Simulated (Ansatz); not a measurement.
**GePH2 (quartet): from Hartree-Fock to the top rungs, cc-pVTZ**

Aim: climb from Hartree-Fock through coupled cluster and multireference methods for GePH2 (quartet) at one geometry and basis, and see what each rung misses.

Method: cc-pVTZ, core rule «outside noble gas», up to 19 orbitals frozen; program: Ansatz 0.2.0, Gaussian basis.

To be run: UHF; CCSD(T) on ROHF; CCSD(T) on UHF; BCCD(T) on ROHF; CCSDT(Q) on ROHF; CCSDT(Q) on UHF; CASSCF and MRCISD+Q, 11 electrons in 10 orbitals; CASSCF and NEVPT2, 11 electrons in 10 orbitals.

5 further runs of the same task are left out: 5 set aside as unsound or not needed.

### 1 The geometry

The geometry is a PBE0/def2-TZVP stationary point (not a proven minimum) of the parent state, kept for this charge and spin. No spin-orbit coupling is included. The filled d shell of Ge may be among the frozen orbitals whatever the setting's name suggests; the logs give the count.

4 atoms, charge 0, spin multiplicity 4.

Atoms are counted from 1 here; the program's logs count them from 0.

Bond lengths: Ge1–P2 2.136 Å, Ge1–H3 1.563 Å, P2–H4 1.422 Å. Angles: P2–Ge1–H3 116.8°, Ge1–P2–H4 95.7°.

Geometry (Å):

| atom | x (Å) | y (Å) | z (Å) |
| --- | --- | --- | --- |
| Ge1 | 0.0000 | -0.0562 | 0.6389 |
| P2 | 0.0000 | 0.1316 | -1.4889 |
| H3 | 0.0000 | 1.2721 | 1.4631 |
| H4 | 0.0000 | -1.2656 | -1.7544 |

### 2 UHF

Contents of in.yaml:

```yaml
crystal:
  periodic: [false, false, false]
  atoms:
    - {symbol: Ge, position_ang: [0.000000, -0.056222, 0.638924]}
    - {symbol: P, position_ang: [0.000000, 0.131641, -1.488929]}
    - {symbol: H, position_ang: [0.000000, 1.272055, 1.463066]}
    - {symbol: H, position_ang: [0.000000, -1.265559, -1.754446]}
basis:
  gaussian: {orbitals: cc-pVTZ}
magnetization: {spin_polarized: true, initial_magnetization: 3}
hamiltonian: {xc: hf}
output: {orbitals: {seedname: orbitals}}
```

Started as:

```
ansatz run in.yaml --threads 1 --pin off --events-out ev --progress --plain --max-ram 2816MiB --backend cpu
```

Further steps of the session: CCSD(T) on ROHF; CCSD(T) on UHF; BCCD(T) on ROHF; CCSDT(Q) on ROHF; CCSDT(Q) on UHF; CASSCF and MRCISD+Q, 11 electrons in 10 orbitals; CASSCF and NEVPT2, 11 electrons in 10 orbitals.

Q: Predict the results of all the runs planned. Wanted: UCCSDT(Q) below the RHF energy; RMP2 from UCCSDT(Q); UMP2 from UCCSDT(Q); RCCSD from UCCSDT(Q); RCCSD(T) from UCCSDT(Q); UCCSD(T) from UCCSDT(Q); RCCSDT(Q) from UCCSDT(Q); NEVPT2 valence from UCCSDT(Q); MRCISD+Q valence from UCCSDT(Q).

The runs gave:

```
                         quantity                      value
   UCCSDT(Q) below the RHF energy                 -7.0493 eV
              RMP2 from UCCSDT(Q)            +30.00 kcal/mol
              UMP2 from UCCSDT(Q)            +30.42 kcal/mol
             RCCSD from UCCSDT(Q)             +7.97 kcal/mol
          RCCSD(T) from UCCSDT(Q)             +1.51 kcal/mol
          UCCSD(T) from UCCSDT(Q)             +1.25 kcal/mol
         RCCSDT(Q) from UCCSDT(Q)             +0.29 kcal/mol
    NEVPT2 valence from UCCSDT(Q)            +31.69 kcal/mol
  MRCISD+Q valence from UCCSDT(Q)             +2.59 kcal/mol
levels within 1 kcal/mol (43 meV)  RCCSDT, UCCSDT, RCCSDT(Q)
                    T1 diagnostic                      0.027
   effectively unpaired electrons                       3.02
```

What this shows: RCCSD(T) misses by +1.51 kcal/mol, 0.9 % of the correlation energy. One determinant dominates. Of the multireference levels listed MRCISD+Q valence comes nearest in total energy (+2.59 kcal/mol), which doesn't show that its space is the better one. These misses are within one basis, not against nature; the frozen cores of restricted and unrestricted runs differ, which can shift their rows.
